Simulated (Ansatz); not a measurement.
# H13C3S2: the cost of one run

All numbers below are computed with Ansatz 0.2.0 (DFT PBE+D3(BJ), plane waves, PAW, scalar-relativistic, no spin polarisation).

## Step 1: Starting point

The cell holds 36 atoms (C6H26S4): a = 8.754 Å, b = 8.754 Å, c = 8.754 Å, α = 90.00°, β = 90.00°, γ = 90.00°.

The coordinates stand in the first input below.

## Step 2: Preparing the start

Input file input.yaml:

```yaml
accuracy: low
crystal:
  lattice:
    - [8.753821, 0.0, 0.0]
    - [0.0, 8.753821, 0.0]
    - [0.0, 0.0, 8.753821]
  atoms:
    - { symbol: C, position: [0.7411156, -0.0039498, 0.1793085] }
    - { symbol: C, position: [0.623016, 0.1222842, 0.1582542] }
    - { symbol: H, position: [0.7734718, -0.015919, 0.2992893] }
    - { symbol: H, position: [0.6967747, -0.1141105, 0.1407842] }
    - { symbol: H, position: [0.8449091, 0.0200475, 0.1142191] }
    - { symbol: H, position: [0.5906598, 0.1342534, 0.0382734] }
    - { symbol: H, position: [0.5192225, 0.0982869, 0.2233436] }
    - { symbol: H, position: [0.6673569, 0.2324449, 0.1967785] }
    - { symbol: C, position: [0.3955497, 0.5445555, 0.9684982] }
    - { symbol: C, position: [0.5524938, 0.516967, 0.8982612] }
    - { symbol: H, position: [0.3328482, 0.6324117, 0.9057654] }
    - { symbol: H, position: [0.3266029, 0.440487, 0.9671967] }
    - { symbol: H, position: [0.4051919, 0.5822146, 1.0871339] }
    - { symbol: H, position: [0.6151953, 0.4291108, 0.960994] }
    - { symbol: H, position: [0.5428516, 0.4793079, 0.7796255] }
    - { symbol: H, position: [0.6214406, 0.6210355, 0.8995627] }
    - { symbol: C, position: [0.6815771, 0.1758925, 0.6075472] }
    - { symbol: C, position: [0.7882164, 0.0587578, 0.5352053] }
    - { symbol: H, position: [0.5980797, 0.2180341, 0.5248559] }
    - { symbol: H, position: [0.6185457, 0.1264586, 0.7033018] }
    - { symbol: H, position: [0.7452061, 0.2742435, 0.6507217] }
    - { symbol: H, position: [0.8717137, 0.0166162, 0.6178966] }
    - { symbol: H, position: [0.7245874, -0.0395932, 0.4920308] }
    - { symbol: H, position: [0.8512478, 0.1081917, 0.4394507] }
    - { symbol: S, position: [0.1157471, 0.0338464, 0.8126747] }
    - { symbol: H, position: [0.1175858, 0.1275794, 0.691744] }
    - { symbol: H, position: [0.0989939, -0.0914929, 0.7265184] }
    - { symbol: S, position: [0.0568088, 0.4443284, 1.0483555] }
    - { symbol: H, position: [0.0614991, 0.5551692, 0.9429714] }
    - { symbol: H, position: [0.0839792, 0.3337373, 0.9461553] }
    - { symbol: S, position: [0.1432623, 0.015413, 0.214003] }
    - { symbol: H, position: [0.2554562, 0.116194, 0.1881339] }
    - { symbol: H, position: [0.1508154, -0.0427679, 0.0726827] }
    - { symbol: S, position: [0.9888309, 0.4005783, 0.6959559] }
    - { symbol: H, position: [0.9918905, 0.5113574, 0.5904471] }
    - { symbol: H, position: [0.9684238, 0.2900117, 0.5921674] }
basis:
  ecutwfc: 420.0
kpoints:
  mp_grid: { grid: [1, 1, 1] }
hamiltonian:
  xc: pbe
  dispersion: d3bj
scf:
  occupations: { method: fermi_dirac, width: 0.05 }
  lower_state_search: "off"
relax:
  f_tol: 0.3
  max_steps: 15
  adjacent_minimum: "off"
output:
  write_density: true
  write_potential: true
  elf: true
  volumetric_format: npy
```

Launch:

```sh
$ ansatz run input.yaml --threads 1 --pin off --max-ram 3072MiB --backend cpu --events-out ev --progress --plain --runs-dir out
```

**Question.** How long does this run take on 1 thread of Arm Neoverse V1, shared host, and how much memory does it need?

About 50 s, with a peak of 0.53 GiB.
